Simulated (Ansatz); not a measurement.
BrClH5PSi2, SMILES P[SiH2][SiH](Cl)Br, vertical spin-state energies

Computed with Ansatz 0.2.0, Python API.

The cells in order, each with its output:

**Cell 1**
```python
import ansatz as az
```

**Cell 2**
```python
geometry_ang = [
    ('P', [-2.2966, 0.1067, 0.357]),
    ('Si', [-0.451, -0.8954, -0.3904]),
    ('Si', [1.4511, 0.3099, 0.0751]),
    ('Cl', [1.3161, 2.2074, -0.6929]),
    ('Br', [3.2463, -0.6747, -0.7684]),
    ('H', [-1.8344, 0.418, 1.657]),
    ('H', [-2.0434, 1.3909, -0.181]),
    ('H', [-0.6244, -1.0903, -1.8548]),
    ('H', [-0.3971, -2.2353, 0.2541]),
    ('H', [1.6334, 0.463, 1.5443]),
]
molecule = az.Crystal.molecule()
for symbol, xyz in geometry_ang:
    molecule = molecule.atom(symbol, xyz)
```

**Cell 3**
```python
base = molecule.calculation()
base = base.basis(gaussian='def2-SVP')
base = base.functional('B3LYP')
found = {}
for unpaired in [0, 2]:
    report = base.spin('collinear', total=unpaired).run(threads=1, backend='cpu').report
    s = unpaired / 2
    found[unpaired] = report['free_energy_ev']
    print(f'2S+1 = {unpaired + 1}: E = {found[unpaired]:.5f} eV, <S^2> = {abs(report["mean_field"]["state"]["spin_squared"]):.3f} (pure state {s * (s + 1):.2f})')
lowest = min(found, key=found.get)
for unpaired, e in found.items():
    print(f'multiplicity {unpaired + 1}: {23.060548 * (e - found[lowest]):.1f} kcal/mol above the lowest')
```
Output:
```text
2S+1 = 1: E = -107679.42935 eV, <S^2> = 0.000 (pure state 0.00)
2S+1 = 3: E = -107674.44074 eV, <S^2> = 2.004 (pure state 2.00)
multiplicity 1: 0.0 kcal/mol above the lowest
multiplicity 3: 115.0 kcal/mol above the lowest
```

In order: multiplicity 1 (+0.00 eV) and multiplicity 3 (+4.99 eV), all at the one geometry.

What to keep in mind:
- Total energies depend on the basis set; only differences at equal settings carry meaning.
- The geometry is a force-field or estimated start, not a minimum of this method, and the basis set is short of its limit. All parts are taken at fixed geometry, without zero-point energy.
- b3lyp holds the VWN-RPA fit, as in Gaussian; the form of ORCA and Turbomole is b3lyp5.
- Wall time of the script: 84 s on 1 thread of Arm Neoverse N1, with other jobs on the host, peak memory 0.58 GiB.
